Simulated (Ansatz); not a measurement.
# CuH2 (CdI2 type): a single-point run

Wanted: a converged single-point run for CuH2 (CdI2 type), and a check of what comes out. The structure is shown as the input types it.

Computed with Ansatz 0.2.0 (DFT, PBE, all-electron LAPW, scalar-relativistic, unless a step's input says otherwise).

**1. Starting point**

Symmetry: P-3m1, No. 164, trigonal system. Conventional cell: a = 2.558 Å, b = 2.558 Å, c = 4.873 Å, α = 90.00°, β = 90.00°, γ = 120.00°. Cu (site symmetry -3m) has 6 H at 1.77 Å as nearest neighbours. Around H (site symmetry 3m) lie 3 Cu at 1.77 Å.

Structure file:

```cif
data_structure
_symmetry_space_group_name_H-M 'P 1'
_symmetry_Int_Tables_number 1
_cell_length_a 2.5576
_cell_length_b 2.5576
_cell_length_c 4.8725
_cell_angle_alpha 90.000
_cell_angle_beta 90.000
_cell_angle_gamma 120.000
_cell_volume 27.60
loop_
_atom_site_label
_atom_site_type_symbol
_atom_site_fract_x
_atom_site_fract_y
_atom_site_fract_z
_atom_site_occupancy
Cu1 Cu 0.00000 0.00000 0.00000 1
H1 H 0.33333 0.66667 0.19960 1
H2 H 0.66667 0.33333 0.80040 1
```

**2. Running it**

Input file input.yaml:

```yaml
crystal:
  lattice:
    - [2.5576488808, 0.0, 0.0]
    - [-1.2788244404, 2.2149889047, 0.0]
    - [0.0, 0.0, 4.8725133106]
  atoms:
    - { symbol: Cu, position: [0.0, 0.0, 0.0] }
    - { symbol: H, position: [0.3333333333, 0.6666666667, 0.1996021845] }
    - { symbol: H, position: [0.6666666667, 0.3333333333, 0.8003978155] }
kpoints:
  mp_grid: { grid: [14, 14, 8] }
  band_path:
    path:
      - [0.0, 0.0, 0.0]
      - [0.5, 0.0, 0.0]
      - [0.3333333333, 0.3333333333, 0.0]
      - [0.0, 0.0, 0.0]
      - [0.0, 0.0, 0.5]
      - [0.5, 0.0, 0.5]
      - [0.3333333333, 0.3333333333, 0.5]
      - [0.0, 0.0, 0.5]
      - [0.5, 0.0, 0.5]
    npoints: 14
scf:
  occupations: { method: fermi_dirac, width: 2.0 }
  max_iter: 75
hamiltonian:
  xc: pbe
  pseudopotentials: { kind: all_electron, lapw: { basis_error: 0.001 } }
output:
  forces: true
  stress: true
  eigenvalues: true
  populations: true
```

Started as:

```console
ansatz run input.yaml --threads 1 --pin off --max-ram 3072MiB --backend cpu --events-out ev --progress --plain --runs-dir out
```

Q: Will this input give a usable result? If not, why, and what should change?

This run ends as converged. It gives a pressure of 21 GPa, which is large and calls for a look at the input.

In the input, scf.occupations.width is 2.0. Occupations are smeared over electronvolts, wider than many features of the bands. A Fermi-Dirac width of 2 eV is an electron temperature of 23200 K.

To check: set scf.occupations.width to 0.05.
